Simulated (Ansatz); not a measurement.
What does this script print? It uses the Python package of Ansatz (0.2.0).

Script `run_bend.py`:
```python
"""Bending curve of BrH3OSSi."""

import ansatz as az
from ase import Atoms

config = {
    "basis_set": "def2-SVP",
    "functional": "PBE",
    "force_tol": 0.02,
}

atoms = Atoms(["O", "Si", "S", "Br", "H", "H", "H"], positions=[
    (0.0297, 1.6407, -0.3044),
    (0.1137, 0.1886, 0.3776),
    (0.4675, -1.1833, -1.2159),
    (-1.7376, -0.3112, 1.3052),
    (-0.5515, 1.7024, -1.1422),
    (1.2147, 0.1778, 1.3683),
    (0.5248, -2.283, -0.4342),
])

# start the scan from a relaxed geometry
first = (
    az.Crystal.molecule_from_ase(atoms).calculation()
    .basis(gaussian=config["basis_set"])
    .functional(config["functional"])
    .relax(force_tolerance=config["force_tol"], max_steps=80)
)
atoms.positions = first.run(threads=1).report["positions_ang"]

rows = []
for angle in [90, 100, 110, 120, 135, 150, 165, 179]:
    bent = atoms.copy()
    bent.set_angle(1, 0, 4, angle, indices=[4])
    model = (
        az.Crystal.molecule_from_ase(bent).calculation()
        .basis(gaussian=config["basis_set"])
        .functional(config["functional"])
    )
    rows.append((angle, model.run(threads=1).report["free_energy_ev"]))
floor = min(e for _, e in rows)
for angle, e in rows:
    print(f"angle Si1-O0-H4 = {angle:3d} deg   {1000 * (e - floor):9.1f} meV")
```

```console
$ python run_bend.py
angle Si1-O0-H4 =  90 deg       273.9 meV
angle Si1-O0-H4 = 100 deg        84.8 meV
angle Si1-O0-H4 = 110 deg         2.8 meV
angle Si1-O0-H4 = 120 deg         0.0 meV
angle Si1-O0-H4 = 135 deg        93.0 meV
angle Si1-O0-H4 = 150 deg       238.7 meV
angle Si1-O0-H4 = 165 deg       372.3 meV
angle Si1-O0-H4 = 179 deg       442.1 meV
```

The scan is rigid, and the energies are electronic, in a modest basis. The zero is the lowest point of the grid, which needn't be the minimum. The whole script took 41 s on 1 thread of Intel(R) Xeon(R) Platinum 8488C (Sapphire Rapids), on a shared host, peak memory 0.23 GiB.
